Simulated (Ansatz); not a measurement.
# BFH7NO: the cost of one run

Computed with Ansatz 0.2.0, Gaussian basis. Level: PBE0-D4, def2-SVP first, then def2-TZVP.

191 further runs of the same task are left out: 1 that didn't finish, 190 set aside as unsound or not needed.

### Step 1. The system as given

The guess: 11 atoms, charge 0, spin multiplicity 1.

Atoms are counted from 1 here; the program's logs count them from 0.

Bond lengths: B1–H3 1.174 Å, B1–H4 1.172 Å, B1–N6 1.481 Å, F2–H7 1.057 Å, H5–O8 1.055 Å, N6–H9 1.008 Å, N6–H10 1.009 Å, O8–H11 0.961 Å. Angles: H3–B1–H4 120.3°, H3–B1–N6 115.8°, H4–B1–N6 117.3°, B1–N6–H9 115.8°, B1–N6–H10 115.8°, H9–N6–H10 109.7°, H5–O8–H11 107.8°.

Geometry (Å):

```xyz
11

B    -0.6903   -0.8295   -0.6898
F    -0.6171    1.0022   -1.1579
H    -0.0633   -1.2384   -1.5940
H    -1.8582   -0.9278   -0.6878
H     0.5638    0.5750    0.8278
N    -0.0060   -0.8363    0.6236
H    -0.0295    1.4446   -0.3984
O     0.7952    1.5878    0.6468
H     0.8092   -1.4260    0.6915
H    -0.5986   -0.9805    1.4272
H     1.6948    1.6290    0.3110
```

Distances that are to change: B1–N6 1.48 Å, H5–O8 1.05 Å, F2–H7 1.06 Å, B1–F2 1.89 Å, H5–N6 1.54 Å, H7–O8 1.34 Å.

### Step 2. Constrained relaxation of the guess

The input, hold/in.yaml:

```yaml
crystal:
  periodic: [false, false, false]
  atoms:
    - {symbol: B, position_ang: [-0.690300, -0.829500, -0.689800]}
    - {symbol: F, position_ang: [-0.617100, 1.002200, -1.157900]}
    - {symbol: H, position_ang: [-0.063300, -1.238400, -1.594000]}
    - {symbol: H, position_ang: [-1.858200, -0.927800, -0.687800]}
    - {symbol: H, position_ang: [0.563800, 0.575000, 0.827800]}
    - {symbol: N, position_ang: [-0.006000, -0.836300, 0.623600]}
    - {symbol: H, position_ang: [-0.029500, 1.444600, -0.398400]}
    - {symbol: O, position_ang: [0.795200, 1.587800, 0.646800]}
    - {symbol: H, position_ang: [0.809200, -1.426000, 0.691500]}
    - {symbol: H, position_ang: [-0.598600, -0.980500, 1.427200]}
    - {symbol: H, position_ang: [1.694800, 1.629000, 0.311000]}
basis:
  gaussian: {orbitals: def2-SVP}
hamiltonian: {xc: pbe0, dispersion: d4}
relax: {f_tol: 0.04, max_steps: 150, escape_saddle: false, constraints: [{distance: [0, 5]}, {distance: [4, 7]}, {distance: [1, 6]}, {distance: [0, 1]}, {distance: [4, 5]}, {distance: [6, 7]}]}
```

Run with:

```bash
$ ansatz run in.yaml --threads 4 --pin off --events-out ev --progress --plain --max-ram 9574MiB
```

**Question.** How long does this run take on 4 threads of AMD EPYC 9R45, shared host?

About 3.3 s.
